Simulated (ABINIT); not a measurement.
Runs of ABINIT 10.8.3 (patched build) on AlO2. The structure is orthorhombic, space group Cmcm (No. 63). Conventional cell: a = 2.976 Å, b = 10.806 Å, c = 3.647 Å, α = 90.00°, β = 90.00°, γ = 90.00°. Al (site symmetry m2m) is surrounded by 6 O at 1.87 to 2.02 Å. Around O (site symmetry m2m) lie 2 Al at 1.88 Å. Around O (site symmetry m2m) lie 4 Al at 1.87 to 2.02 Å. The cell comes from a database or a generator and needn't be the stable form of this composition.

```csv
level,potentials or basis,k mesh,cutoff (eV),fine-grid cutoff,mesh quality,gap on the mesh (eV),pressure (GPa),largest force (eV/Å)
TB-mBJ,JTH PAW LDA v2.0,6 × 6 × 5,762,1360.57 eV,coarse,none,-,-
LDA,JTH PAW LDA v2.0,9 × 9 × 7,626,1224.51 eV,not flagged,none,-12.2,0.44
PBEsol,PseudoDojo NC SR PBEsol v0.4.1 standard,9 × 9 × 7,1143,-,not flagged,none,(a),0.60
PBE,JTH PAW PBE v2.0,9 × 9 × 7,626,1224.51 eV,not flagged,none,-1.2,0.72
r2SCAN,JTH PAW PBE v2.0,9 × 9 × 7,762,1360.57 eV,not flagged,none,-7.8,(b)
```

Alike in all rows: task band structure; no spin polarisation; cell as given; smearing fermi-dirac 0.05 eV.

Question: Fill in the values left out.

Answer: (a) -6.5; (b) 0.80.

Caveats: some runs use coarse meshes; the PAW data sets were made with another functional, which shifts forces and pressure a little (some runs); the constant c of TB-mBJ comes from the pseudo density here, which moves gaps by up to 0.3 eV between sets of potentials (some runs).

A gap of «none» marks a metal or a gap under the smearing width.
